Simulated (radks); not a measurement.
# Ce with its nuclear charge varied continuously

The task here is to estimate one member of a computed series from the others.

The numbers are computed with radks (a radial shooting solver on a logarithmic mesh, Libxc functionals) version 1 (scalar-relativistic Kohn-Sham, LDA (Slater exchange, Perdew-Wang correlation), spin-polarised, spherical densities, point nucleus; open shells are filled with parallel spins first), except any that are marked as measured or tabulated.

## What is computed

- element: cerium (Z = 58)
- charge: 0
- electrons: 58
- configuration: [Xe] 4f1 5d1 6s2

Outer shells as boxes (Hund's rule):

Ce
```
[Xe] core
4f [↑ ][  ][  ][  ][  ][  ][  ]
5d [↑ ][  ][  ][  ][  ]
6s [↑↓]
```

Set-up of the first run:

The run's settings:

```text
Z 58
configuration [Xe] 4f1 5d1 6s2
relativity scalar-relativistic
functional lda,pw
spin polarised
nucleus point
c 137.035999084
```

Among the steps run: Z = 58.

One table of the session follows, with a row left open; its other results are not shown here.

It belongs to the step «Z = 58». Sizes of the orbitals, from the radial functions (bohr):

```
  level    <r>  outermost maximum (interpolated)  90 % within  nodes
  5p up  1.759                              1.54         2.57      3
5p down  1.761                              1.54         2.58      3
  4f up  1.101                             0.709         1.90      0
4f down  1.105                             0.709         1.91      0
  6s up      ?                                 ?            ?      ?
6s down  4.369                              3.73         6.43      5
  5d up  2.908                              2.18         4.63      2
5d down  3.007                              2.19         4.85      2
```

Q: Estimate the row for 6s up from the others.

As computed: <r>: 4.252; outermost maximum (interpolated): 3.66; 90 % within: 6.23; nodes: 5. In the column «<r>» it lies between 5d down (3.007) and 6s down (4.369).

Caveats from the session: At Z = 58 the central difference of E is -371.616 hartree, against -369.891 from the Hellmann-Feynman theorem; the scalar-relativistic energy here is not variational, so the two differ by a part that grows with Z.
